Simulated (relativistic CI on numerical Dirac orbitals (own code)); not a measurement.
# Os⁷⁺: O2,3 absorption multiplets

Wanted: the shape of the O2,3 absorption spectrum of Os⁷⁺ in 4 surroundings, from the same atomic integrals.

Program: relativistic CI on numerical Dirac orbitals (own code) version 1. Level of theory: Dirac-Coulomb-Breit CI, KLI orbitals optimised for each configuration, model QED (radiative potential, 1s self-energy scaled to tabulated hydrogen-like ionisation energies), valence Slater integrals scaled by 0.7, multiplet model of core-to-valence dipole absorption in a parametric crystal field. These are calculated values, not measurements, unless marked.

**1. Starting point**

```
ion                                            : Os⁷⁺ (Os VIII)
nuclear charge                                 : 76
electrons                                      : 69
configurations                                 : [Xe] 4f14 5d → [Kr] 4d10 4f14 5s2 5p5 5d2
magnetising field for the dichroism, Lz and Sz : exchange field 10 meV on Sz; these come from the lowest magnetised state alone (0 K)
temperature of the isotropic spectrum          : 300 K
widths                                         : Lorentz 0.6 eV, Gauss 0.3 eV
surrounding 1                                  : D3d, 10Dq = 37300, Dsigma = 170, Dtau = -230 cm⁻¹
surrounding 2                                  : D3d, 10Dq = 37300, Dsigma = 510, Dtau = -230 cm⁻¹
surrounding 3                                  : D3d, 10Dq = 37300, Dsigma = 860, Dtau = -230 cm⁻¹
surrounding 4                                  : D3d, 10Dq = 37300, Dsigma = 1200, Dtau = -230 cm⁻¹
```

**2. Surrounding 1: D3d, 10Dq = 37300, Dsigma = 170, Dtau = -230**

Settings, as recorded:

```ini
atom Os  Z=76  charge=7  electrons=69
nucleus A=192  rms_radius_fm=5.4126
hamiltonian dirac-coulomb  breit=on  qed=on  c_scale=1
orbitals kli  potential=per-configuration
slater_scale 0.7
correlation none
mixing on
configurations
  [Xe] 4f14 5d
  [Kr] 4d10 4f14 5s2 5p5 5d2
end
absorption O2,3 T=300 lorentz=0.6 gauss=0.3
crystal_field D3d 10Dq=37300 Dsigma=170 Dtau=-230
```

The program writes no log. Results of the run, from its result record (rounded, main fields) (excerpt; [...] marks lines left out):

```text
status: converged
curve, one point in 7 above 2 % of the maximum [energy, isotropic, mcd, ld] [eV; bohr^2/eV]:
  - [45.9, 0.00543, 0.001203, -0.0006345]
  - [46.6, 0.01304, 0.008234, -0.001272]
  - [47.3, 0.01882, -0.02588, -0.01343]
  - [48, 0.02478, -0.03485, -0.009256]
  - [48.7, 0.03971, 0.008459, 0.01242]
  - [49.4, 0.02823, 0.01294, 0.001209]
  - [50.1, 0.02195, -0.004008, -0.008127]
  - [50.8, 0.02389, -0.0145, 0.00352]
  - [51.5, 0.02459, -0.0152, 0.004031]
  - [52.2, 0.02434, -0.0007756, 0.003524]
  - [52.9, 0.04543, -0.005542, 0.01773]
  - [53.6, 0.1047, -0.02755, 0.04816]
  - [54.3, 0.1378, -0.09012, -0.06984]
  - [55, 0.1818, -0.02564, -0.02741]
  - [55.7, 0.07069, 0.04568, -0.05116]
  - [56.4, 0.0222, 0.000459, -0.01033]
  - [57.1, 0.01602, -0.0002391, -0.002926]
  - [57.8, 0.0177, 0.01137, -0.01133]
  - [58.5, 0.02233, -0.004228, -0.007495]
  - [59.2, 0.06175, -0.05637, -0.02442]
  - [59.9, 0.1169, -0.08135, 0.01085]
  - [60.6, 0.07201, -0.08289, -0.02642]
  - [61.3, 0.04013, 0.03115, -0.02757]
  - [62, 0.02702, 0.01485, 0.009493]
  - [62.7, 0.08398, 0.06722, 0.07165]
  - [63.4, 0.055, 0.01895, 0.0209]
  - [64.1, 0.08765, 0.001694, -0.01893]
  - [64.8, 0.05262, -0.004939, 0.01397]
  - "... 12 more rows left out ..."
sticks, the strongest [energy, strength] [eV, bohr^2]:
  - [53.48, 0.03708]
  - [54.16, 0.05083]
  - [54.96, 0.04274]
  - [54.97, 0.08237]
  - [55.49, 0.02786]
  - [59.81, 0.04919]
  - [59.87, 0.0324]
  - [62.69, 0.03324]
  - [64.29, 0.02502]
  - [66.22, 0.02973]
  - [66.23, 0.0372]
  - [66.78, 0.09907]
  - [67.86, 0.1501]
  - [67.9, 0.05473]
total [bohr^2]: 1.60689
centroid [eV]: 60.9643
radial 5p6 5d [Ha, bohr]: {"<r^-3>(5d)": 16.491, "<r^1>(5d)": 1.3868, "<r^2>(5d)": 2.17, "<r^4>(5d)": 7.0306, "zeta(5d)": 0.02334}
radial 5p5 5d2 [Ha, bohr]: {"<r^-3>(5p)": 167.15, "<r^1>(5p)": 1.107, "<r^2>(5p)": 1.3756, "<r^4>(5p)": 2.7509, "zeta(5p)": 0.3291, "<r^-3>(5d)": 16.793, "<r^1>(5d)": 1.3791, "<r^2>(5d)": 2.1463, "<r^4>(5d)": 6.8793, "F2(5d,5d)": 0.35109, "F4(5d,5d)": 0.23789, "F2(5p,5d)": 0.36988, "G1(5p,5d)": 0.44865, "G3(5p,5d)": 0.28216, "zeta(5d)": 0.024183}
ground_degeneracy: 2
ground_Lz: 1.18186
ground_Sz: -0.484136
ground_S: 0.5
core_spin_orbit_splitting [eV]: 13.6114
```

It took 0.29 s on 1 thread, shared host.

**3. Surrounding 2: D3d, 10Dq = 37300, Dsigma = 510, Dtau = -230**

The settings differ from step 2 so:

```diff
@@ -12,2 +12,2 @@
 absorption O2,3 T=300 lorentz=0.6 gauss=0.3
-crystal_field D3d 10Dq=37300 Dsigma=170 Dtau=-230
+crystal_field D3d 10Dq=37300 Dsigma=510 Dtau=-230
```

Result record:

```text
status: converged
curve, one point in 11 above 2 % of the maximum [energy, isotropic, mcd, ld] [eV; bohr^2/eV]:
  - [45.2, 0.00533, -0.001833, -0.001772]
  - [46.7, 0.01398, 0.002568, -0.000735]
  - [47.8, 0.02036, -0.008951, 0.01113]
  - [48.9, 0.04105, 0.004396, -0.008139]
  - [50, 0.02242, 0.0013, 0.01306]
  - [51.1, 0.02386, -0.005508, -0.004975]
  - [52.2, 0.02426, -0.002993, 0.0009056]
  - [53.3, 0.0796, -0.0247, -0.045]
  - [54.4, 0.1349, 0.001656, 0.05292]
  - [55.5, 0.09661, 0.03145, 0.04038]
  - [56.6, 0.02009, 0.0104, 0.005902]
  - [57.7, 0.0161, 0.002106, 0.008547]
  - [58.8, 0.03452, 0.02784, 0.006372]
  - [59.9, 0.1212, 0.1289, -0.006742]
  - [61, 0.05671, -0.0221, 0.04095]
  - [62.1, 0.02967, -0.01311, -0.01171]
  - [63.2, 0.06402, -0.0265, -0.01841]
  - [64.3, 0.09502, 0.03566, 0.01637]
  - [65.4, 0.06406, -0.02479, -0.03603]
  - [66.5, 0.136, -0.0719, 0.03863]
  - [67.6, 0.1768, -0.1074, -0.1515]
  - [68.7, 0.08788, 0.06364, -0.04648]
  - [69.8, 0.02249, 0.007366, -0.005233]
  - [70.9, 0.03131, 0.03095, -0.004658]
  - [72, 0.008105, -0.0004326, -0.004426]
  - [73.1, 0.00834, -0.005943, -0.007797]
sticks, the strongest [energy, strength] [eV, bohr^2]:
  - [54.16, 0.05756]
  - [54.96, 0.08124]
  - [54.98, 0.04297]
  - [59.85, 0.05601]
  - [66.25, 0.04842]
  - [66.79, 0.08853]
  - [67.87, 0.06367]
  - [67.91, 0.1145]
total [bohr^2]: 1.60732
centroid [eV]: 60.9409
ground_degeneracy: 2
ground_Lz: 0.0549821
ground_Sz: -0.132125
ground_S: 0.5
core_spin_orbit_splitting [eV]: 13.6114
```

Run time: 0.29 s. Hardware: 1 thread, shared host.

**4. Surrounding 3: D3d, 10Dq = 37300, Dsigma = 860, Dtau = -230**

The settings differ from step 3 so:

```diff
@@ -12,2 +12,2 @@
 absorption O2,3 T=300 lorentz=0.6 gauss=0.3
-crystal_field D3d 10Dq=37300 Dsigma=510 Dtau=-230
+crystal_field D3d 10Dq=37300 Dsigma=860 Dtau=-230
```

Result record:

```text
status: converged
curve, one point in 11 above 2 % of the maximum [energy, isotropic, mcd, ld] [eV; bohr^2/eV]:
  - [45.2, 0.005214, -0.001669, -0.001458]
  - [46.3, 0.008758, 0.003061, -0.0007994]
  - [47.4, 0.01884, -0.007945, 0.01453]
  - [48.5, 0.03746, -0.01087, -0.01122]
  - [49.6, 0.02347, 0.009531, 0.008131]
  - [50.7, 0.02265, 0.001261, 0.002995]
  - [51.8, 0.02414, -0.006783, -0.00423]
  - [52.9, 0.04228, 0.009915, -0.009365]
  - [54, 0.1497, -0.06589, 0.08386]
  - [55.1, 0.1627, 0.2083, 0.008483]
  - [56.2, 0.02973, 0.002098, 0.008606]
  - [57.3, 0.01507, 0.009933, 0.00293]
  - [58.4, 0.01971, 0.007466, 0.007796]
  - [59.5, 0.08694, 0.05947, 0.02894]
  - [60.6, 0.07112, 0.003853, 0.03765]
  - [61.7, 0.0259, -0.01095, 0.005225]
  - [62.8, 0.07943, -0.04735, -0.0629]
  - [63.9, 0.05949, 0.02772, 0.008439]
  - [65, 0.05383, -0.001699, -0.02239]
  - [66.1, 0.1129, -0.02791, -0.04066]
  - [67.2, 0.1053, -0.07418, 0.01455]
  - [68.3, 0.1618, -0.04868, -0.1512]
  - [69.4, 0.02861, 0.01351, -0.01414]
  - [70.5, 0.04951, 0.03037, 0.003801]
  - [71.6, 0.009692, 0.004036, -0.003267]
  - [72.7, 0.01554, -0.01139, -0.01575]
sticks, the strongest [energy, strength] [eV, bohr^2]:
  - [53.56, 0.06721]
  - [54.21, 0.07499]
  - [55.02, 0.08744]
  - [59.89, 0.1025]
  - [66.33, 0.06641]
  - [66.85, 0.0948]
  - [67.92, 0.07613]
  - [67.99, 0.1027]
total [bohr^2]: 1.60747
centroid [eV]: 60.9393
ground_degeneracy: 2
ground_Lz: 0.0260277
ground_Sz: -0.172541
ground_S: 0.5
core_spin_orbit_splitting [eV]: 13.6114
```

Run time: 0.28 s. Hardware: 1 thread, shared host.

**5. Surrounding 4: D3d, 10Dq = 37300, Dsigma = 1200, Dtau = -230**

The settings differ from step 4 so:

```diff
@@ -12,2 +12,2 @@
 absorption O2,3 T=300 lorentz=0.6 gauss=0.3
-crystal_field D3d 10Dq=37300 Dsigma=860 Dtau=-230
+crystal_field D3d 10Dq=37300 Dsigma=1200 Dtau=-230
```

Result record:

```text
status: converged
curve, one point in 11 above 2 % of the maximum [energy, isotropic, mcd, ld] [eV; bohr^2/eV]:
  - [45.2, 0.005036, -0.00142, -0.001009]
  - [46.3, 0.008276, 0.002442, -0.0002656]
  - [47.4, 0.01937, -0.007957, 0.01686]
  - [48.5, 0.03663, -0.01229, -0.01032]
  - [49.6, 0.02434, 0.01144, 0.009317]
  - [50.7, 0.02196, 0.003748, 0.004786]
  - [51.8, 0.02524, -0.005989, -0.00453]
  - [52.9, 0.04053, 0.008011, -0.009364]
  - [54, 0.152, -0.06294, 0.08744]
  - [55.1, 0.1573, 0.2155, 6.047e-05]
  - [56.2, 0.03109, 0.0006766, 0.006471]
  - [57.3, 0.01555, 0.01193, 0.001824]
  - [58.4, 0.01929, 0.006164, 0.008061]
  - [59.5, 0.08331, 0.05945, 0.03098]
  - [60.6, 0.07067, 0.008227, 0.04126]
  - [61.7, 0.02744, -0.01351, 0.005642]
  - [62.8, 0.07947, -0.05921, -0.06428]
  - [63.9, 0.05638, 0.02986, 0.01085]
  - [65, 0.05636, 0.006804, -0.02322]
  - [66.1, 0.1066, -0.03606, -0.04057]
  - [67.2, 0.1107, -0.08303, 0.02585]
  - [68.3, 0.1775, -0.06405, -0.1818]
  - [69.4, 0.03061, 0.01606, -0.01604]
  - [70.5, 0.04345, 0.01923, 0.003539]
  - [71.6, 0.01017, 0.004851, -0.003592]
  - [72.7, 0.01419, -0.009058, -0.01379]
sticks, the strongest [energy, strength] [eV, bohr^2]:
  - [53.61, 0.05017]
  - [54.26, 0.07805]
  - [55.08, 0.08241]
  - [59.92, 0.05751]
  - [66.41, 0.0797]
  - [66.92, 0.08845]
  - [67.97, 0.08203]
  - [68.07, 0.08626]
total [bohr^2]: 1.60746
centroid [eV]: 60.9458
ground_degeneracy: 2
ground_Lz: 0.00427015
ground_Sz: -0.206767
ground_S: 0.5
core_spin_orbit_splitting [eV]: 13.6114
```

Run time: 0.27 s. Hardware: 1 thread, shared host.

**6. The spectra side by side**

| surrounding | ground S | Lz (0 K) | Sz (0 K) | centroid (eV) | share of the lower edge | up to four highest peaks (% of the highest), eV |
| --- | --- | --- | --- | --- | --- | --- |
| 1: D3d | 0.50 | 1.18 | -0.48 | 60.96 | - | 54.2 (53), 55.0 (67), 66.7 (57), 67.9 (100) |
| 2: D3d | 0.50 | 0.05 | -0.13 | 60.94 | - | 54.1 (58), 55.0 (67), 66.7 (55), 67.9 (100) |
| 3: D3d | 0.50 | 0.03 | -0.17 | 60.94 | - | 54.2 (65), 55.0 (66), 66.8 (56), 68.0 (100) |
| 4: D3d | 0.50 | 0.00 | -0.21 | 60.95 | - | 54.2 (69), 55.1 (64), 66.5 (60), 68.0 (100) |

**7. Outcome**

```
                                 quantity     value
                  highest peak, first run   67.9 eV
      ground spin (effective S from ⟨S²⟩)      0.50
core spin-orbit splitting (without Breit)  13.61 eV
```

**Reading.** The highest peak stays in place, within the step of the energy grid, in all surroundings. Edge positions are free-ion values and differ from those in solids by a few eV or more.
